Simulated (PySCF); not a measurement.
**Eu2H4: forces at shaken geometries**

How stiff is Eu2H4? Its atoms are displaced at random by several amounts. The structure is generated, not taken from experiment.

Computed with PySCF 2.14.0. Level: PBE0, Eu lcecp-0-SVP with ECP53, H def2-SVP; scalar-relativistic core potentials, no spin–orbit coupling.

2 further runs of the same task are left out: 2 for a known fault of the program.

## 1. Starting geometry

6 atoms, charge 0, spin multiplicity 1.

Bond lengths: Eu1–Eu2 3.762 Å, Eu1–H3 2.349 Å, Eu1–H4 2.349 Å, Eu1–H5 2.184 Å, Eu2–H3 2.349 Å, Eu2–H4 2.349 Å, Eu2–H6 2.184 Å. Angles: Eu2–Eu1–H3 36.8°, Eu2–Eu1–H4 36.8°, Eu2–Eu1–H5 123.4°, H3–Eu1–H4 73.6°, H3–Eu1–H5 116.2°, H4–Eu1–H5 116.2°, Eu1–Eu2–H3 36.8°, Eu1–Eu2–H4 36.8°, Eu1–Eu2–H6 123.4°, H3–Eu2–H4 73.6°, H3–Eu2–H6 116.2°, H4–Eu2–H6 116.2°, Eu1–H3–Eu2 106.4°, Eu1–H4–Eu2 106.4°.

Geometry (Å):

```mol
Eu2H4
  3D, bonds by distance, orders not assigned

  6  7  0  0  0  0  0  0  0  0999 V2000
    0.0000    0.7005    1.7459 Eu  0  0
   -0.0000   -0.7005   -1.7459 Eu  0  0
    1.4063   -0.0000   -0.0000 H   0  0
   -1.4063   -0.0000   -0.0000 H   0  0
    0.0000   -0.5425    3.5414 H   0  0
    0.0000    0.5425   -3.5414 H   0  0
  1  2  8  0
  1  3  8  0
  1  4  8  0
  1  5  8  0
  2  3  8  0
  2  4  8  0
  2  6  8  0
M  END
```

Formal oxidation states: Eu +2. Each metal's 7 4f electrons lie in its core potential, so multiplicities, spins and levels count the valence alone. An earlier session relaxed this geometry at PBE0, Eu lcecp-0-SVP with ECP53, H def2-SVP (singlet, point group C2h).

Its energy there is -61.046903 Eh.

## 2. Atoms moved at random, σ = 0.1 Å

The input, run.py (the lines that set the calculation):

```python
mol = gto.M(atom='''
Eu     0.08465     0.71768     1.74355
Eu     0.03569    -0.72076    -1.75072
H      1.50620     0.02749     0.04567
H     -1.48108    -0.06805    -0.12425
H      0.03075    -0.50231     3.53303
H     -0.17621     0.54595    -3.44728''',
    basis={'Eu': 'lcecp-0-SVP', 'H': 'def2-SVP'},
    ecp={'Eu': 'lcecp-0-SVP'},
    charge=0, spin=0)
mf = dft.RKS(mol, xc='PBE0')
mf.grids.atom_grid = (50, 194)  # f atoms: unpruned, at least (60, 302)
mf = mf.density_fit()  # fitting sets: Eu AutoAux, H def2-universal-JKFIT
mf.conv_tol = 1e-08; mf.max_cycle = 55
mf.kernel(dm0)  # dm0: the density of the relaxed state
```

On the command line:

```console
$ OMP_NUM_THREADS=2 python run.py
```

Log:

```text
init E= -61.0393765022768
cycle= 1 E= -61.0437451815835  delta_E= -0.00437  |g|= 0.0145  |ddm|= 0.18
cycle= 2 E= -61.0438578550423  delta_E= -0.000113  |g|= 0.00859  |ddm|= 0.0589
cycle= 3 E= -61.0438904849951  delta_E= -3.26e-05  |g|= 0.00118  |ddm|= 0.0202
cycle= 4 E= -61.0438917721499  delta_E= -1.29e-06  |g|= 0.000306  |ddm|= 0.0044
cycle= 5 E= -61.0438918298098  delta_E= -5.77e-08  |g|= 4.37e-05  |ddm|= 0.00107
cycle= 6 E= -61.0438918310236  delta_E= -1.21e-09  |g|= 1.05e-05  |ddm|= 0.000139
Extra cycle  E= -61.0438918310817  delta_E= -5.81e-11  |g|= 5.97e-06  |ddm|= 4.07e-05
converged SCF energy = -61.0438918310817
```

It took 3 s on 2 threads of Arm Neoverse V2, shared host.

Result: E = -61.043892 Eh (+0.082 eV from the relaxed state), frontier levels not given, since the 4f levels lie in the core, Mulliken charge on Eu1 +0.52 e, largest force component 0.377 eV/Å. 

```
atom      Fx      Fy  Fz (eV/Å)
 Eu1  -0.344  -0.074     -0.261
 Eu2   0.090  -0.128      0.236
  H3  -0.102  -0.067     -0.163
  H4   0.301   0.133      0.377
  H5   0.031  -0.022      0.056
  H6   0.024   0.158     -0.244
```

## 3. Atoms moved at random, σ = 0.15 Å

The input, run.py (the lines that set the calculation):

```python
mol = gto.M(atom='''
Eu     0.01817     0.74811     1.62331
Eu     0.04637    -0.56843    -1.51899
H      1.31163     0.22818    -0.13792
H     -1.44631    -0.12359     0.07601
H     -0.11731    -0.70294     3.46547
H      0.18745     0.41867    -3.50788''',
    basis={'Eu': 'lcecp-0-SVP', 'H': 'def2-SVP'},
    ecp={'Eu': 'lcecp-0-SVP'},
    charge=0, spin=0)
mf = dft.RKS(mol, xc='PBE0')
mf.grids.atom_grid = (50, 194)  # f atoms: unpruned, at least (60, 302)
mf = mf.density_fit()  # fitting sets: Eu AutoAux, H def2-universal-JKFIT
mf.conv_tol = 1e-08; mf.max_cycle = 55
mf.kernel(dm0)  # dm0: the density of the relaxed state
```

On the command line:

```console
$ OMP_NUM_THREADS=2 python run.py
```

Log:

```text
init E= -61.0425998220034
cycle= 1 E= -61.0286496483766  delta_E= 0.014  |g|= 0.0268  |ddm|= 0.356
cycle= 2 E= -61.0290458352197  delta_E= -0.000396  |g|= 0.0148  |ddm|= 0.124
cycle= 3 E= -61.0291638507965  delta_E= -0.000118  |g|= 0.00297  |ddm|= 0.044
cycle= 4 E= -61.0291701988382  delta_E= -6.35e-06  |g|= 0.00082  |ddm|= 0.00906
cycle= 5 E= -61.0291706375985  delta_E= -4.39e-07  |g|= 0.000143  |ddm|= 0.00258
cycle= 6 E= -61.0291706522492  delta_E= -1.47e-08  |g|= 2.51e-05  |ddm|= 0.000515
cycle= 7 E= -61.0291706531019  delta_E= -8.53e-10  |g|= 5.64e-06  |ddm|= 0.000115
Extra cycle  E= -61.0291706531356  delta_E= -3.37e-11  |g|= 2.45e-06  |ddm|= 2.47e-05
converged SCF energy = -61.0291706531356
```

Wall time 3.1 s (2 threads of Arm Neoverse V2, shared host).

It gives: E = -61.029171 Eh (+0.483 eV from the relaxed state), frontier levels not given, since the 4f levels lie in the core, Mulliken charge on Eu1 +0.50 e, largest force component 2.257 eV/Å. 

```csv
atom,Fx,Fy,Fz (eV/Å)
Eu1,-0.337,-0.136,1.464
Eu2,-0.535,-1.128,-2.257
H3,0.990,0.532,0.915
H4,-0.194,0.288,0.270
H5,0.140,0.447,-0.546
H6,-0.064,-0.003,0.154
```

## 4. Atoms moved at random, σ = 0.1 Å

The input, run.py (the lines that set the calculation):

```python
mol = gto.M(atom='''
Eu     0.07120     0.62565     1.66991
Eu     0.12271    -0.63954    -1.71295
H      1.22310     0.05193     0.06113
H     -1.46902    -0.05338    -0.03045
H      0.10839    -0.52129     3.58232
H     -0.05638     0.53662    -3.56997''',
    basis={'Eu': 'lcecp-0-SVP', 'H': 'def2-SVP'},
    ecp={'Eu': 'lcecp-0-SVP'},
    charge=0, spin=0)
mf = dft.RKS(mol, xc='PBE0')
mf.grids.atom_grid = (50, 194)  # f atoms: unpruned, at least (60, 302)
mf = mf.density_fit()  # fitting sets: Eu AutoAux, H def2-universal-JKFIT
mf.conv_tol = 1e-08; mf.max_cycle = 55
mf.kernel(dm0)  # dm0: the density of the relaxed state
```

On the command line:

```console
$ OMP_NUM_THREADS=2 python run.py
```

Log:

```text
init E= -61.0481412269397
cycle= 1 E= -61.0370221166064  delta_E= 0.0111  |g|= 0.0168  |ddm|= 0.249
cycle= 2 E= -61.0371918569727  delta_E= -0.00017  |g|= 0.00812  |ddm|= 0.071
cycle= 3 E= -61.0372230278329  delta_E= -3.12e-05  |g|= 0.00181  |ddm|= 0.0222
cycle= 4 E= -61.0372253063826  delta_E= -2.28e-06  |g|= 0.000483  |ddm|= 0.00575
cycle= 5 E= -61.0372254353889  delta_E= -1.29e-07  |g|= 9.31e-05  |ddm|= 0.00134
cycle= 6 E= -61.0372254395701  delta_E= -4.18e-09  |g|= 1.27e-05  |ddm|= 0.00026
Extra cycle  E= -61.0372254396787  delta_E= -1.09e-10  |g|= 7.23e-06  |ddm|= 5.69e-05
converged SCF energy = -61.0372254396787
```

It took 3 s on 2 threads of Arm Neoverse V2, shared host.

Result: E = -61.037225 Eh (+0.263 eV from the relaxed state), frontier levels not given, since the 4f levels lie in the core, Mulliken charge on Eu1 +0.49 e, largest force component 1.375 eV/Å. 

```csv
atom,Fx,Fy,Fz (eV/Å)
Eu1,-0.964,0.459,1.375
Eu2,-0.526,-0.256,-0.632
H3,1.125,-0.206,-0.639
H4,0.228,-0.027,-0.026
H5,0.055,0.040,-0.177
H6,0.083,-0.010,0.098
```

## 5. Results

| σ (Å) | energy rise (eV) | harmonic estimate −½ F·u (eV) | largest force component (eV/Å) |
| --- | --- | --- | --- |
| 0.1 | 0.082 | 0.075 | 0.38 |
| 0.15 | 0.483 | 0.518 | 2.26 |
| 0.1 | 0.263 | 0.292 | 1.37 |

Every displacement raises the energy. For a harmonic well the rise equals −½ F·u; the two differ by at most 11 % here (a move with σ = 0.1 Å), from anharmonicity, the grid and the small forces left at the relaxed point. These are double-zeta-type bases without diffuse functions. Spin–orbit coupling is left out.
